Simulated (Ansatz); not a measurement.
# BClH6NP: rigid torsion scan in Python

Aim: a rigid torsion scan, for BClH6NP, run from a script.

All numbers are computed with Ansatz 0.2.0, driven from Python. Level of theory: r2SCAN0/def2-SVP.

## Step 1: Starting point

Bond lengths: N1–B2 1.537 Å, B2–P3 1.947 Å, B2–Cl4 1.856 Å, N1–H5 1.045 Å, N1–H6 1.045 Å, N1–H7 1.045 Å, B2–H8 1.192 Å, P3–H9 1.453 Å, P3–H10 1.453 Å. Angles (14 of 15 angles, heavy atoms first): N1–B2–P3 110.7°, N1–B2–Cl4 109.9°, P3–B2–Cl4 109.2°, N1–B2–H8 109.5°, P3–B2–H8 108.8°, Cl4–B2–H8 108.8°, B2–N1–H5 109.8°, B2–N1–H6 110.2°, B2–N1–H7 109.3°, B2–P3–H9 94.6°, B2–P3–H10 94.8°, H5–N1–H6 109.5°, H5–N1–H7 108.9°, H6–N1–H7 109.1°.

The script holds or builds the structure itself.

## Step 2: Script

bclh6np_torsion.py

```python
import ansatz as az
from ase import Atoms

params = {
    "basis": "def2-SVP",
    "xc": "r2scan0",
    "fmax": 0.02,
}

atoms = Atoms(["N", "B", "P", "Cl", "H", "H", "H", "H", "H", "H"], positions=[
    (-0.7512, -0.702, 0.2995),
    (-0.2881, 0.6982, -0.1345),
    (1.6521, 0.7646, -0.2863),
    (-1.0426, 1.1328, -1.7738),
    (-0.3281, -0.9445, 1.2236),
    (-0.466, -1.4122, -0.4121),
    (-1.792, -0.7088, 0.3924),
    (-0.6383, 1.5011, 0.6744),
    (1.8917, 0.1672, 1.016),
    (1.7624, -0.4965, -0.9991),
])

first = (
    az.Crystal.molecule_from_ase(atoms).calculation()
    .basis(gaussian=params["basis"])
    .functional(params["xc"])
    .relax(force_tolerance=params["fmax"], max_steps=80)
)
atoms.positions = first.run(threads=1).report["positions_ang"]

start = atoms.get_dihedral(2, 1, 0, 4)
energies = {}
for turn in range(0, 121, 20):
    turned = atoms.copy()
    turned.set_dihedral(2, 1, 0, 4, start + turn, indices=[0, 4, 5, 6])
    calc = az.Crystal.molecule_from_ase(turned).calculation()
    calc = calc.basis(gaussian=params["basis"])
    calc = calc.functional(params["xc"])
    energies[round((start + turn) % 360)] = calc.run(threads=1).report["free_energy_ev"]
floor = min(energies.values())
print("dihedral P2-B1-N0-H4 (deg)   E - E(min) (eV)")
for angle, e in sorted(energies.items()):
    print(f"{angle:8d} {(e - floor):14.3f}  " + "#" * int(30 * (e - floor) / max(max(energies.values()) - floor, 1e-9)))
```

## Step 3: The input behind the calls

The engine receives this input (first run):

```yaml
crystal:
  periodic: [false, false, false]
  atoms:
    - { symbol: "N", position_ang: [-0.7512, -0.702, 0.2995] }
    - { symbol: B, position_ang: [-0.2881, 0.6982, -0.1345] }
    - { symbol: P, position_ang: [1.6521, 0.7646, -0.2863] }
    - { symbol: Cl, position_ang: [-1.0426, 1.1328, -1.7738] }
    - { symbol: H, position_ang: [-0.3281, -0.9445, 1.2236] }
    - { symbol: H, position_ang: [-0.466, -1.4122, -0.4121] }
    - { symbol: H, position_ang: [-1.792, -0.7088, 0.3924] }
    - { symbol: H, position_ang: [-0.6383, 1.5011, 0.6744] }
    - { symbol: H, position_ang: [1.8917, 0.1672, 1.016] }
    - { symbol: H, position_ang: [1.7624, -0.4965, -0.9991] }
basis:
  gaussian:
    orbitals: def2-SVP
hamiltonian:
  xc: r2scan0
relax:
  f_tol: 0.02
  max_steps: 80
```

## Step 4: The run

Launch:

```console
python bclh6np_torsion.py
```

What it wrote:

```text
dihedral P2-B1-N0-H4 (deg)   E - E(min) (eV)
      61          0.000
      81          0.025  #######
     101          0.079  ######################
     121          0.107  ##############################
     141          0.080  ######################
     161          0.028  #######
     181          0.002
```

Run time: 62 s. Hardware: 1 thread of Intel Xeon Platinum 8488C (Sapphire Rapids), shared host; peak memory 0.29 GiB.

Lines on the test bed's own set-up are left out of the output.

## Step 5: Path of the relaxation of run 0

Relaxation path:

```
step  E - E(step 1) (eV)  largest force component (eV/Å)
   1              0.0000                          1.5764
   2             -0.1485                          0.9217
   3             -0.1782                          0.2742
   4             -0.1814                          0.1031
   5             -0.1820                          0.0723
   6             -0.1822                          0.0059
```

Step 1 is the start.

Before: Bond lengths: N1–B2 1.537 Å, B2–P3 1.947 Å, B2–Cl4 1.856 Å, N1–H5 1.045 Å, N1–H6 1.045 Å, N1–H7 1.045 Å, B2–H8 1.192 Å, P3–H9 1.453 Å, P3–H10 1.453 Å. Angles (14 of 15 angles, heavy atoms first): N1–B2–P3 110.7°, N1–B2–Cl4 109.9°, P3–B2–Cl4 109.2°, N1–B2–H8 109.5°, P3–B2–H8 108.8°, Cl4–B2–H8 108.8°, B2–N1–H5 109.8°, B2–N1–H6 110.2°, B2–N1–H7 109.3°, B2–P3–H9 94.6°, B2–P3–H10 94.8°, H5–N1–H6 109.5°, H5–N1–H7 108.9°, H6–N1–H7 109.1°.

After: Bond lengths: N1–B2 1.622 Å, B2–P3 1.964 Å, B2–Cl4 1.855 Å, N1–H5 1.018 Å, N1–H6 1.019 Å, N1–H7 1.019 Å, B2–H8 1.211 Å, P3–H9 1.429 Å, P3–H10 1.428 Å. Angles (14 of 15 angles, heavy atoms first): N1–B2–P3 110.9°, N1–B2–Cl4 103.3°, P3–B2–Cl4 111.7°, N1–B2–H8 105.9°, P3–B2–H8 112.0°, Cl4–B2–H8 112.6°, B2–N1–H5 111.4°, B2–N1–H6 110.1°, B2–N1–H7 110.5°, B2–P3–H9 97.5°, B2–P3–H10 97.9°, H5–N1–H6 108.3°, H5–N1–H7 108.8°, H6–N1–H7 107.7°.

Run 0 is this relaxation; the runs after it count from 1.

## Step 6: The runs side by side

From the records of these 7 runs:

| run | turn (°) | energy from run 1 (eV) | SCF cycles | CPU time (s) |
| --- | --- | --- | --- | --- |
| 1 | 0 | 0.0000 | 17 | 3.7 |
| 2 | 20 | 0.0253 | 17 | 3.8 |
| 3 | 40 | 0.0787 | 17 | 3.7 |
| 4 | 60 | 0.1072 | 17 | 3.8 |
| 5 | 80 | 0.0804 | 17 | 3.5 |
| 6 | 100 | 0.0278 | 17 | 3.7 |
| 7 | 120 | 0.0023 | 17 | 3.5 |

## Step 7: Results

| quantity | value |
| --- | --- |
| runs compared | 7 |
| range of energy | 0.107 eV |
| lowest point, turn (°) | 0 |

**Reading.** The lowest point is at 61° and the highest at 121°, 0.107 eV (10.3 kJ/mol) above it, with the rest of the molecule held. Run 0: The relaxation took 5 moves; the largest shift is 0.106 Å, of atom 5 (H). The scan is rigid and the energies are electronic, in a modest basis. With rigid groups the curve can differ much from the relaxed path, the start wasn't checked as a minimum of this torsion, and equivalent turns needn't return to the same energy.
